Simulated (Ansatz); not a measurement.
**SiHF3 (SMILES F[SiH](F)F) at BCCD(T)/def2-SVPD**

Aim: the vertical ionisation energy of SiHF3 at BCCD(T)/def2-SVPD, from 2 runs. 

The calculation is run with Ansatz 0.2.0.

55 further runs of the same task are left out: 55 set aside as unsound or not needed.

## 1. The structure to begin with

SiHF3: 5 atoms, total charge 0, spin state singlet. SMILES: `F[SiH](F)F`. The coordinates come from a PBE0-D4/def2-TZVP relaxation.

Bond lengths: F1–Si2 1.573 Å, Si2–F3 1.573 Å, Si2–F4 1.573 Å, Si2–H5 1.461 Å. Angles: F1–Si2–F3 108.3°, F1–Si2–F4 108.3°, F3–Si2–F4 108.3°, F1–Si2–H5 110.7°, F3–Si2–H5 110.7°, F4–Si2–H5 110.7°.

## 2. A single-point energy at BCCD(T)/def2-SVPD

File molecule.yaml:

```yaml
crystal:
  periodic: [false, false, false]
  atoms:
    - {symbol: F, position_ang: [-0.447100, -0.082200, 1.491300]}
    - {symbol: Si, position_ang: [0.040700, 0.001700, -0.001800]}
    - {symbol: F, position_ang: [-0.597100, 1.281400, -0.657200]}
    - {symbol: F, position_ang: [-0.495900, -1.263300, -0.767200]}
    - {symbol: H, position_ang: [1.499400, 0.062400, -0.065100]}
basis:
  gaussian: {orbitals: def2-SVPD}
correlation: {method: bccd_t, frozen_orbitals: {F: 1, H: 0, Si: 5}}
scf: {omitted_lower_state_checks: [cluster_reference, increment]}
accuracy: high
```

Started as:

```sh
$ ansatz run molecule.yaml --threads 1 --pin off --max-ram 3480MiB --events-out events.jsonl --progress --plain --runs-dir runs
```

Standard output, cut to the lines that bear on the results:

```text
Warning: RAYON_NUM_THREADS=1 ignored (pool sized by the plan → 1); use --threads N
Functional definition: HF
  name "HF"
[...]
1966 factors; integrals over basis functions are off by at most 3.3e-9 eV
[...]
mean field -15992.40554067 eV, -587.7100635778 hartree, gradient 2.1e-8 eV, S^2 0.000000; 0 other end points of the search recorded, 0 dependent functions left out
8 core orbitals not correlated: weight in the atoms' cores, before any rotation towards them, 1.000 or more for the frozen orbitals, at most 0.000 for the correlated occupied ones
reference -15992.40554067 eV, -587.7100635778 hartree; 13, 13 occupied and 80, 80 virtual orbitals, 1966 factors
second order -18.48910131 eV of doubles, -0.00000000 eV of singles
cycle   1  -18.28721783 eV  change    2.0e-1 eV  update   1.0e-1
[...]
cycle  18  -18.75509005 eV  change  -3.0e-10 eV  update   1.6e-9
perturbative correction -0.44619513 eV, -0.0163973685 hartree
Total energy: -16011.60682585 eV, -588.4156977932 hartree
Checks for a lower state left out: cluster_reference, increment
```

Wall time 32 s (1 thread of Arm Neoverse V2, shared host); peak memory 0.97 GiB.

## 3. The doublet cation

File input.yaml:

```yaml
crystal:
  periodic: [false, false, false]
  atoms:
    - {symbol: F, position_ang: [-0.447100, -0.082200, 1.491300]}
    - {symbol: Si, position_ang: [0.040700, 0.001700, -0.001800]}
    - {symbol: F, position_ang: [-0.597100, 1.281400, -0.657200]}
    - {symbol: F, position_ang: [-0.495900, -1.263300, -0.767200]}
    - {symbol: H, position_ang: [1.499400, 0.062400, -0.065100]}
basis:
  gaussian:
    orbitals: def2-SVPD
total_charge: 1
magnetization:
  spin_polarized: true
  initial_magnetization: 1
correlation:
  method: bccd_t
  frozen_orbitals: {F: 1, H: 0, Si: 5}
accuracy: high
scf:
  omitted_lower_state_checks: [cluster_reference, increment]
```

Started as:

```sh
$ ansatz run input.yaml --threads 1 --pin off --max-ram 3480MiB --events-out events.jsonl --progress --plain --runs-dir runs
```

Standard output, cut to the lines that bear on the results:

```text
Warning: RAYON_NUM_THREADS=1 ignored (pool sized by the plan → 1); use --threads N
[... 2 set-up lines as earlier in the session ...]
[...]
1965 factors; integrals over basis functions are off by at most 3.3e-9 eV
[...]
mean field -15978.13804567 eV, -587.1857428075 hartree, gradient 1.7e-8 eV, S^2 0.759099; 2 other end points of the search recorded, 0 dependent functions left out
8 core orbitals not correlated: weight in the atoms' cores, before any rotation towards them, 1.000 or more for the frozen orbitals, at most 0.000 for the correlated occupied ones
reference -15978.13804567 eV, -587.1857428075 hartree; 13, 12 occupied and 80, 81 virtual orbitals, 1965 factors
second order -18.33113422 eV of doubles, -0.00000000 eV of singles
cycle   1  -17.78287054 eV  change    5.5e-1 eV  update   1.4e-1
[...]
cycle  29  -18.40032116 eV  change  -2.0e-10 eV  update   1.9e-9
perturbative correction -0.58824453 eV, -0.0216175876 hartree
Total energy: -15997.12661136 eV, -587.8835597256 hartree
Checks for a lower state left out: cluster_reference, increment
```

Run time: 2.5 min. Hardware: 1 thread of Arm Neoverse V2, shared host; peak memory 2 GiB.

## 4. What came out

At BCCD(T)/def2-SVPD, 8 core orbitals frozen:

| quantity | value |
| --- | --- |
| singlet SiHF3: total energy | -588.41570 Eh |
| singlet SiHF3: correlation energy (8 core orbitals frozen) | -705.6 mEh |
| singlet SiHF3: (T) correction | -16.40 mEh |
| doublet cation: total energy | -587.88356 Eh |
| doublet cation: correlation energy (8 core orbitals frozen) | -697.8 mEh |
| doublet cation: (T) correction | -21.62 mEh |
| doublet cation: ⟨S²⟩ of the reference determinant | 0.759 |
| vertical ionisation energy (to the doublet cation) | 14.480 eV |

In words: The vertical ionisation energy comes to 14.48 eV (1397 kJ/mol). The triples (singlet SiHF3) make up 2.3 % of the correlation energy. The triples (doublet cation) make up 3.1 % of the correlation energy.
